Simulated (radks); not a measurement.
# Nuclear size and the levels of Cd³⁺

The task here is to estimate one member of a computed series from the others.

Program: radks (a radial shooting solver on a logarithmic mesh, Libxc functionals) version 1. Level of theory: Dirac Kohn-Sham, PBE, spin-unpolarised, spherical densities, finite nucleus; open shells fill j = l - 1/2 first. These are calculated values, not measurements, unless marked.

### What is computed

* element: cadmium (Z = 48)
* charge: +3
* electrons: 45
* configuration: [Kr] 4d9
* nuclear rms radius: 4.6087 fm

Set-up of the first run:

Input:

```text
Z 48
configuration [Kr] 4d9 5s0 5p0
relativity Dirac
functional pbe,pbe
spin unpolarised
j_filling energy
nucleus finite rms 4.6087 fm
c 137.035999084
```

Among the steps run: rms radius 4.6087 fm.

One table of the session follows, with a row left open; its other results are not shown here.

It belongs to the step «rms radius 4.6087 fm». Radial moments (bohr):

```
level     <r>  outermost maximum (interpolated)  90 % within  nodes
4s1/2  0.8759                             0.795         1.27      3
4p1/2  0.9324                             0.828         1.37      2
4p3/2  0.9619                             0.852         1.42      2
4d3/2   1.190                             0.963         1.85      1
4d5/2       ?                                 ?            ?      ?
5s1/2   2.276                              2.04         3.27      4
5p1/2   2.616                              2.34         3.78      3
5p3/2   2.683                              2.40         3.87      3
```

Estimate the missing values for 4d5/2.

**Answer.** <r>: 1.203; outermost maximum (interpolated): 0.973; 90 % within: 1.87; nodes: 1. In the column «<r>» it lies between 4d3/2 (1.190) and 5s1/2 (2.276).
